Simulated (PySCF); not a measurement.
# H4Sn (stannane): the cost of one run

Programs: PySCF 2.14.0, with routines of our own; each step states its level. All values are computed. Atoms count from 0.

## (1) The starting structure

5 atoms, charge 0, multiplicity 1; geometry from: GFN2-xTB.

## (2) Geometry optimisation at PBE0-D3(BJ)/def2-SVP

Job settings and geometry (Å):

```
{"job": {"xc": "PBE0", "basis": "def2-SVP", "d3": "d3bj", "grid": 1, "maxiter": 30, "shake": 0.01, "kind": "geom"}, "charge": 0, "multiplicity": 1}
Sn     0.022320    -0.025110     0.000850
H     -1.078880     1.123380    -0.514400
H      0.232170    -1.095340    -1.206130
H     -0.558580    -0.759260     1.316370
H      1.416540     0.722350     0.365420
```

On the command line:

```bash
$ OMP_NUM_THREADS=1 python heavy_run.py task.json out
```

The driver reads the jobs from task.json and runs them one after another.

**Question.** How long does this first job take on 1 thread of Intel Xeon Platinum 8375C at 2.90GHz, shared host, and how much memory does it need?

About 5.5 s, with a peak of 0.27 GiB.
